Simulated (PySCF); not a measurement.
# Se6Sn2: the cost of one run

The runs use PySCF 2.14.0, with density-fitted response routines of our own; the level of theory stands in each step. All values are computed, except where a source is named. Atoms count from 0, in the outputs and in this text.

**1. Starting geometry**

8 atoms, charge -4, multiplicity 1; geometry from: GFN2-xTB.

Bonds of the start (Å): Se0–Sn1 2.51, Sn1–Se2 2.51, Sn1–Se3 2.69, Se3–Sn4 2.69, Sn4–Se5 2.51, Sn4–Se6 2.51, Sn4–Se7 2.69, Se7–Sn1 2.69.

**2. Relaxing the molecule at PBE0-D3(BJ)/def2-SVP**

Job settings and geometry (Å):

```
{"job": {"xc": "PBE0", "basis": "def2-SVP", "d3": "d3bj", "grid": 2, "kind": "geom"}, "charge": -4, "multiplicity": 1}
Se    -3.677220     1.308540    -0.135810
Sn    -1.821860    -0.370590     0.112170
Se    -2.834910    -2.632650     0.533950
Se    -0.048510    -0.341440    -1.913160
Sn     1.821980     0.370060    -0.112080
Se     3.677260    -1.308270     0.137320
Se     2.834870     2.632380    -0.535460
Se     0.046660     0.341060     1.913270
```

Q: Estimate the wall time of this first job on 8 threads of Arm Neoverse V1, shared host.

About 4.4 min.
